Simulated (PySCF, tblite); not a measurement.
**CH4B3NO3: geometry, infrared bands and NMR shifts**

Wanted: the infrared bands and NMR shifts of CH4B3NO3 (`C=NB1OBOBO1`), by calculation.

Computed with tblite 0.8.0 and PySCF 2.14.0, with density-fitted response routines of our own, on a single molecule in the gas phase. Atoms are numbered from 0 throughout.

## Step 1: The molecule as given

12 atoms, charge 0, multiplicity 1; geometry from: force field or distance geometry start.

Bonds of the start (Å): C0–N1 1.27, N1–B2 1.52, B2–O3 1.46, O3–B4 1.48, B4–O5 1.48, O5–B6 1.47, B6–O7 1.47, O7–B2 1.48, C0–H8 1.09, C0–H9 1.10, B4–H10 1.17, B6–H11 1.18.

## Step 2: Optimising the geometry with GFN2-xTB

Job settings and geometry (Å):

```
{"job": {"kind": "relax", "xc": "GFN2-xTB", "basis": "xTB"}, "charge": 0, "multiplicity": 1}
C     -2.329600     0.212100     0.080500
N     -1.465700    -0.709500     0.210800
B     -0.160300    -0.754700    -0.568700
O      0.866100    -1.731100    -0.229300
B      1.838000    -0.931900     0.545700
O      2.442400     0.224600    -0.150000
B      1.277300     1.045200    -0.521500
O      0.258000     0.420000    -1.369000
H     -2.194600     1.029000    -0.620900
H     -3.247800     0.187300     0.681900
H      1.765900    -0.919800     1.718100
H      0.951500     1.928000     0.196200
```

Run with:

```bash
> OMP_NUM_THREADS=1 python probes_run.py task.json out
```

One launch serves the whole session: the jobs run in the order shown.

**Question.** This job is followed by: GFN2-xTB harmonic vibrations, gas phase; GIAO PBE0/pcSseg-1 NMR shielding, non-relativistic, gas phase. What will the session give for the following? strongest single infrared mode (GFN2-xTB); zero-point energy (GFN2-xTB); ¹³C shifts against TMS (PBE0/pcSseg-1); ¹H shifts against TMS (PBE0/pcSseg-1, means over atoms taken as alike); ¹⁵N shifts against NH3 (PBE0/pcSseg-1); ¹¹B shifts against BF3·OEt2 (PBE0/pcSseg-1, means over atoms taken as alike); ¹⁷O shifts against H2O (PBE0/pcSseg-1, means over atoms taken as alike).

The runs gave:

| quantity | value |
| --- | --- |
| strongest single infrared mode (GFN2-xTB) | 1287 cm⁻¹, 1348 km/mol |
| zero-point energy (GFN2-xTB) | 45.6 kcal/mol |
| ¹³C shifts against TMS (PBE0/pcSseg-1) | 159.1 ppm |
| ¹H shifts against TMS (PBE0/pcSseg-1, means over atoms taken as alike) | 8.55, 8.29, 4.49 ppm |
| ¹⁵N shifts against NH3 (PBE0/pcSseg-1) | 420.9 ppm |
| ¹¹B shifts against BF3·OEt2 (PBE0/pcSseg-1, means over atoms taken as alike) | 25.7, 19.6 ppm |
| ¹⁷O shifts against H2O (PBE0/pcSseg-1, means over atoms taken as alike) | 214.1, 182.6 ppm |

Over 109 steps the energy fell by 3.706 eV; of the close pairs, N1–B2 changed most, 1.521 to 1.383 Å. All 30 modes are real, so the xTB geometry is a minimum. The strongest single mode, at 1287 cm⁻¹, is carried by B6, B4, O7, O3. Unscaled tight-binding wavenumbers are off by several per cent, some by more. Its intensities can rank the bands wrongly. At PBE0/pcSseg-1: Shielding is most anisotropic at N1 (span 701 ppm, paramagnetic term -481 ppm).
